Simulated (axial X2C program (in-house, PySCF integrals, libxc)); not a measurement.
**RuO⁺: EOM-IP-CCSD levels**

Aim: EOM-IP-CCSD levels of RuO⁺, with spin–orbit coupling in the Hamiltonian from the start.

Method: two-component X2C with atomic mean-field terms, Ru dyall-cv3z, O dyall-av3z; program: an in-house X2C program for linear molecules on PySCF integrals.

All values are calculated.

### Step 1. Input

File task.json:

```json
{
 "zs": [
  44,
  8
 ],
 "q": 1,
 "bas": [
  "dyall-cv3z",
  "dyall-av3z"
 ],
 "r0": 1.71,
 "eom": "ip",
 "rq": 0,
 "thr": -2.0,
 "nmax": 95,
 "grid": [
  1,
  0.96,
  1.045,
  0.92,
  1.09,
  1.15
 ]
}
```

Keys: zs atomic numbers; q charge; bas basis sets; r0 starting distance in Å; eom kind of EOM run; thr threshold in hartree for freezing inner shells (an s shell follows its p shell); nmax most natural virtual spinors; grid distances as factors.

Command:

```bash
$ python soeom.py task.json out
```

Nuclei are Gaussian, cores are contracted, and the Gaunt term is on.

### Step 2. EOM-IP-CCSD at 1.697 Å

Reference: the closed shell RuO; 14 electrons correlated, 92 virtual spinors; roots sought by Ω: 1/2: 4, 3/2: 3, 5/2: 1.

Output:

```text
two-component X2C + atomic mean field  HF
basis functions 204  fitting functions 954  grid points 5075
iter        total energy     max residual
   1      -4598.299045094     8.93e+00
   2      -4600.988236038     4.34e-02
   3      -4600.986246458     3.85e-02
   4      -4601.007362563     8.74e-03
   5      -4601.009155301     2.77e-03
   6      -4601.009695598     2.57e-03
   7      -4601.010281055     2.32e-03
   8      -4601.010838116     1.96e-03
   9      -4601.011383996     1.29e-03
  10      -4601.011603588     8.11e-04
  11      -4601.011704386     4.96e-04
  12      -4601.011761771     2.18e-04
  13      -4601.011782927     1.89e-04
  14      -4601.011789924     1.61e-04
  15      -4601.011797036     1.38e-04
  16      -4601.011806215     7.46e-05
  17      -4601.011809941     1.51e-05
  18      -4601.011810067     7.80e-06
  19      -4601.011810077     4.44e-06
  20      -4601.011810080     3.01e-06
  21      -4601.011810082     1.84e-06
  22      -4601.011810083     9.83e-07
converged
one-electron -6563.35229566  Coulomb 1995.38413168  exact exchange -140.56538385  xc functional 0.00000000  nuclear repulsion 109.76451281  atomic mean-field constant -2.24277506
correlated 14  virtual 288  natural virtual 92  E(MP2) -0.565363881  MP2 remainder -0.046922853
iter   CCSD correlation   residual
   1     -0.443891125   3.55e-01
   2     -0.480853458   2.71e-01
   3     -0.488456221   6.62e-02
   4     -0.491443411   3.66e-02
   5     -0.492023831   1.90e-02
   6     -0.492390549   1.36e-02
   7     -0.492305030   9.28e-03
   8     -0.492394662   6.34e-03
   9     -0.492574561   4.74e-03
  10     -0.492435890   3.53e-03
  11     -0.492521036   2.66e-03
  12     -0.492493444   1.46e-03
  13     -0.492493691   7.99e-04
  14     -0.492481821   4.85e-04
  15     -0.492468292   2.82e-04
  16     -0.492470872   1.68e-04
  17     -0.492469051   1.03e-04
  18     -0.492468757   7.11e-05
  19     -0.492468957   5.51e-05
  20     -0.492468016   4.23e-05
  21     -0.492467937   3.31e-05
  22     -0.492467458   2.73e-05
  23     -0.492467221   2.23e-05
  24     -0.492467519   1.56e-05
  25     -0.492467281   9.45e-06
  26     -0.492467532   5.79e-06
  27     -0.492467472   3.60e-06
  28     -0.492467521   2.25e-06
  29     -0.492467518   1.53e-06
(T) -0.034723295  T1 0.0872  D1 0.1694  max T2 0.065
EOM-IP-CCSD roots
2*Omega      energy/Eh   energy/eV  one-particle weight
    1       0.28821575      7.8428      0.924
    1       0.43408923     11.8122      0.872
    1       0.45663427     12.4257      0.020
    1       0.46272869     12.5915      0.545
    3       0.32800700      8.9255      0.887
    3       0.42394512     11.5361      0.839
    3       0.44591854     12.1341      0.078
    5       0.31903899      8.6815      0.892
```

T1 in the output is the amplitude norm over the root of the electron number; divide by √2 for the Lee–Taylor value.

| Ω | vertical IE (eV) | above lowest (cm⁻¹) | spinor | weight |
| --- | --- | --- | --- | --- |
| 1/2 | 7.843 | 0 | 33% Ru dπ, 27% O pπ, 11% Ru dσ | 0.92 |
| 5/2 | 8.681 | 6760 | 99% Ru dδ | 0.89 |
| 3/2 | 8.926 | 8730 | 79% Ru dδ, 12% O pπ | 0.89 |
| 3/2 | 11.536 | 29790 | 63% O pπ, 29% Ru dπ | 0.84 |
| 1/2 | 11.812 | 32020 | 49% O pπ, 32% Ru dπ, 11% O pσ | 0.87 |

Run time: 20 s. Hardware: 1 thread of Arm Neoverse V1, shared host; peak memory 0.9 GiB.

### Step 3. EOM-IP-CCSD at 1.629 Å

| Ω | vertical IE (eV) | above lowest (cm⁻¹) | spinor | weight |
| --- | --- | --- | --- | --- |
| 1/2 | 7.661 | 0 | 35% Ru dπ, 24% O pπ, 10% Ru dσ | 0.93 |
| 5/2 | 8.610 | 7660 | 98% Ru dδ | 0.90 |
| 3/2 | 8.928 | 10220 | 86% Ru dδ, 7% O pπ | 0.89 |
| 3/2 | 12.252 | 37030 | 64% O pπ, 28% Ru dπ | 0.82 |
| 1/2 | 12.490 | 38950 | 51% O pπ, 34% Ru dπ, 8% O pσ | 0.78 |

It took 20 s on 1 thread of Arm Neoverse V1, shared host; peak memory 0.9 GiB.

### Step 4. EOM-IP-CCSD at 1.773 Å

| Ω | vertical IE (eV) | above lowest (cm⁻¹) | spinor | weight |
| --- | --- | --- | --- | --- |
| 1/2 | 8.036 | 0 | 31% O pπ, 28% Ru dπ, 12% Ru dσ | 0.92 |
| 5/2 | 8.846 | 6530 | 99% Ru dδ | 0.88 |
| 3/2 | 8.949 | 7360 | 67% Ru dδ, 23% O pπ | 0.88 |
| 3/2 | 11.021 | 24070 | 58% O pπ, 31% Ru dπ | 0.86 |
| 1/2 | 11.207 | 25570 | 46% O pπ, 34% Ru dπ, 13% O pσ | 0.88 |
| 1/2 | 12.230 | 33820 | 45% O pσ, 31% Ru dσ, 12% Ru dπ | 0.79 |

Wall time 25 s (1 thread of Arm Neoverse V1, shared host); peak memory 0.93 GiB.

### Step 5. EOM-IP-CCSD at 1.561 Å

| Ω | vertical IE (eV) | above lowest (cm⁻¹) | spinor | weight |
| --- | --- | --- | --- | --- |
| 1/2 | 7.533 | 0 | 34% Ru dπ, 20% O pπ, 11% Ru sσ | 0.93 |
| 5/2 | 8.681 | 9260 | 98% Ru dδ | 0.91 |
| 3/2 | 9.033 | 12100 | 90% Ru dδ | 0.89 |

Wall time 21 s (1 thread of Arm Neoverse V1, shared host); peak memory 0.93 GiB.

### Step 6. EOM-IP-CCSD at 1.850 Å

| Ω | vertical IE (eV) | above lowest (cm⁻¹) | spinor | weight |
| --- | --- | --- | --- | --- |
| 1/2 | 8.179 | 0 | 37% O pπ, 23% Ru dπ, 13% O pσ | 0.91 |
| 3/2 | 8.928 | 6040 | 49% Ru dδ, 40% O pπ | 0.88 |
| 5/2 | 9.052 | 7040 | 99% Ru dδ | 0.85 |
| 3/2 | 10.676 | 20140 | 48% O pπ, 34% Ru dπ, 14% Ru dδ | 0.85 |
| 1/2 | 10.713 | 20440 | 40% O pπ, 37% Ru dπ, 16% O pσ | 0.88 |
| 1/2 | 11.889 | 29920 | 41% O pσ, 34% Ru dσ, 15% Ru dπ | 0.82 |

Run time: 21 s. Hardware: 1 thread of Arm Neoverse V1, shared host; peak memory 0.93 GiB.

### Step 7. EOM-IP-CCSD at 1.952 Å

| Ω | vertical IE (eV) | above lowest (cm⁻¹) | spinor | weight |
| --- | --- | --- | --- | --- |
| 1/2 | 8.263 | 0 | 47% O pπ, 15% Ru dπ, 13% O pσ | 0.90 |
| 3/2 | 8.783 | 4190 | 62% O pπ, 27% Ru dδ | 0.89 |
| 5/2 | 9.324 | 8560 | 100% Ru dδ | 0.82 |
| 1/2 | 10.224 | 15810 | 44% Ru dπ, 31% O pπ, 18% O pσ | 0.88 |
| 3/2 | 10.464 | 17750 | 39% Ru dπ, 31% O pπ, 28% Ru dδ | 0.81 |
| 1/2 | 11.503 | 26130 | 39% Ru dσ, 35% O pσ, 17% Ru dπ | 0.80 |

Run time: 23 s. Hardware: 1 thread of Arm Neoverse V1, shared host; peak memory 0.93 GiB.

### Step 8. Curves of the states

Energies in eV from the lowest point of the lowest state; states are followed by energy order within each Ω.

| R (Å) | (1)Ω=1/2 | (1)Ω=5/2 | (1)Ω=3/2 |
| --- | --- | --- | --- |
| 1.561 | 0.1045 | 1.2522 | 1.6041 |
| 1.629 | 0.0000 | 0.9491 | 1.2668 |
| 1.697 | 0.1670 | 1.0057 | 1.2498 |
| 1.773 | 0.5385 | 1.3478 | 1.4512 |
| 1.850 | 1.0015 | 1.8749 | 1.7506 |
| 1.952 | 1.6173 | 2.6781 | 2.1374 |

### Step 9. Outcome

| quantity | value |
| --- | --- |
| lowest root at 1.697 Å | Ω = 1/2, 7.843 eV |
| next root led by one particle | Ω = 5/2, about 6760 cm⁻¹ higher |
| T1 of the reference | 0.062 |

Removing an electron from the reference determinant of RuO costs 7.84 eV and empties a spinor of 33% Ru dπ, 27% O pπ, 11% Ru dσ. The closed-shell reference lies 1.21 eV above the lowest determinant found, so these energies count from an excited configuration. Errors of 0.1 to 0.3 eV are usual at this size, and roots led by higher excitations are left out, so the list is incomplete, and low states of that kind can be missing. T1 or the largest double amplitude of the reference is raised, which lowers the reliability.
